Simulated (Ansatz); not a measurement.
# Hf2PbO3: the cost of one run

Method: DFT PBE, scalar-relativistic, plane waves, PAW, in Ansatz 0.2.0.

### Step 1. The starting structure

The structure is hexagonal, space group P6/mmm (No. 191). Conventional cell: a = 5.156 Å, b = 5.156 Å, c = 4.166 Å, α = 90.00°, β = 90.00°, γ = 120.00°. Hf (site symmetry -6m2) has 6 O at 2.56 Å as nearest neighbours. Pb (site symmetry 6/mmm) is surrounded by 6 Hf at 2.98 Å and 12 O at 3.31 Å. O (site symmetry mmm) is surrounded by 4 Hf at 2.56 Å and 4 O at 2.58 Å and 4 Pb at 3.31 Å.

As a file:

```
CELL_PARAMETERS angstrom
5.15637 0.00000 0.00000
-2.57818 4.46554 0.00000
0.00000 0.00000 4.16559
ATOMIC_POSITIONS crystal
Hf 0.33333 0.66667 0.00000
Hf 0.66667 0.33333 0.00000
Pb 0.00000 0.00000 0.00000
O 0.50000 0.00000 0.50000
O 0.00000 0.50000 0.50000
O 0.50000 0.50000 0.50000
```

A structure generator made this guess: species swapped into a database cell of LaCu3Ni2 (P6/mmm, No. 191), with Pb on the La sites, O on the Cu sites and Hf on the Ni sites. Its size is a rough estimate.

### Step 2. A first look at the guess

The input, input.yaml:

```yaml
crystal:
  lattice:
    - [5.15636619, 0.0, 0.0]
    - [-2.57818309, 4.46554411, 0.0]
    - [0.0, 0.0, 4.16558526]
  atoms:
    - { symbol: Hf, position: [0.33333333, 0.66666667, 0.0] }
    - { symbol: Hf, position: [0.66666667, 0.33333333, 0.0] }
    - { symbol: Pb, position: [0.0, 0.0, 0.0] }
    - { symbol: O, position: [0.5, 0.0, 0.5] }
    - { symbol: O, position: [0.0, 0.5, 0.5] }
    - { symbol: O, position: [0.5, 0.5, 0.5] }
basis:
  ecutwfc: 420
kpoints:
  mp_grid: { grid: [6, 6, 4] }
hamiltonian:
  xc: pbe
scf:
  occupations: { method: gaussian, width: 0.1 }
  lower_state_search: "off"
output:
  forces: true
  stress: true
  eigenvalues: true
```

Started as:

```bash
> ansatz run input.yaml --threads 1 --pin off --max-ram 2560MiB --backend cpu --events-out ev --progress --plain --runs-dir out
```

Q: Estimate wall time and peak memory on 1 thread of Arm Neoverse V2, shared host.

About 5.4 s, with a peak of 0.4 GiB.
